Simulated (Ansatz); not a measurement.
# GaH₃+ (doublet): B2PLYP, RPA-PBE over a scan of the angle H3–Ga1–H4, aug-cc-pVDZ

Aim: run GaH₃+ (doublet) with these functionals over a scan of the angle H3–Ga1–H4, and hold them against the top wave-function level at the same points.

Method: aug-cc-pVDZ, all electrons in the functionals, frozen cores in the correlation of double hybrids and RPA; program: Ansatz 0.2.0, Gaussian basis.

Plan: B2PLYP, RPA-PBE, at 67.9°; 91.6°; 102.3°; 125.4°; 143.7°; 160.8°; 170.9°; 180.0°.

21 further runs of the same task are left out: 7 for a known fault of the program, 10 that didn't finish, 4 set aside as unsound or not needed.

**1. The system**

The geometry derives from a PBE0/def2-TZVP stationary point (not a proven minimum). One angle is set to the value named; bond lengths are kept. No spin-orbit coupling is included. The filled d shell of Ga may be among the frozen orbitals whatever the setting's name suggests; the logs give the count.

4 atoms, charge 1, spin multiplicity 2.

Atoms are counted from 1 here; the program's logs count them from 0.

Bond lengths: Ga1–H3 1.532 Å, Ga1–H4 1.532 Å. Angles: H3–Ga1–H4 170.9°.

No dispersion term is added.

The geometry shown and the zero of energy belong to the point 170.9°. The yardstick, FCI, and other wave-function levels (R restricted, U unrestricted, valence and pair active spaces) come from earlier runs.

**2. B2PLYP, 67.9°**

in.yaml

```yaml
crystal:
  periodic: [false, false, false]
  atoms:
    - {symbol: Ga, position_ang: [0.000000, -0.006500, 0.000000]}
    - {symbol: H, position_ang: [0.000000, -2.079091, 0.000000]}
    - {symbol: H, position_ang: [0.000000, 1.264369, -0.855599]}
    - {symbol: H, position_ang: [0.000000, 1.264369, 0.855599]}
basis:
  gaussian: {orbitals: aug-cc-pVDZ}
total_charge: 1
magnetization: {spin_polarized: true, initial_magnetization: 1}
hamiltonian: {xc: {name: B2PLYP}}
correlation: {electrons: outside_noble_gas}
```

The run is started by

```console
$ ansatz run in.yaml --threads 1 --pin off --events-out ev --progress --plain --max-ram 2393MiB
```

The runs that follow: B2PLYP, 91.6°; B2PLYP, 102.3°; B2PLYP, 125.4°; B2PLYP, 143.7°; B2PLYP, 160.8°; B2PLYP, 170.9°; B2PLYP, 180.0°; RPA-PBE, 67.9°; RPA-PBE, 91.6°; RPA-PBE, 102.3°; RPA-PBE, 125.4°; RPA-PBE, 143.7°; RPA-PBE, 160.8°; RPA-PBE, 170.9°; RPA-PBE, 180.0°.

Q: Predict the results of all the runs planned. Wanted: span of the FCI curve; largest miss, B2PLYP; largest miss, RPA-PBE.

**Answer**, as computed:

| quantity | value |
| --- | --- |
| span of the FCI curve | 163.4 kJ/mol |
| largest miss, B2PLYP | +5.4 kJ/mol (67.9°) |
| largest miss, RPA-PBE | -28.9 kJ/mol (91.6°) |

What this shows: Of the functionals, B2PLYP keep the smallest largest miss at the points compared (at most 5.4 kJ/mol) and RPA-PBE strays most (28.9 kJ/mol, at 91.6°). Functionals and the yardstick converge differently with the basis, so part of each miss in aug-cc-pVDZ is the basis.
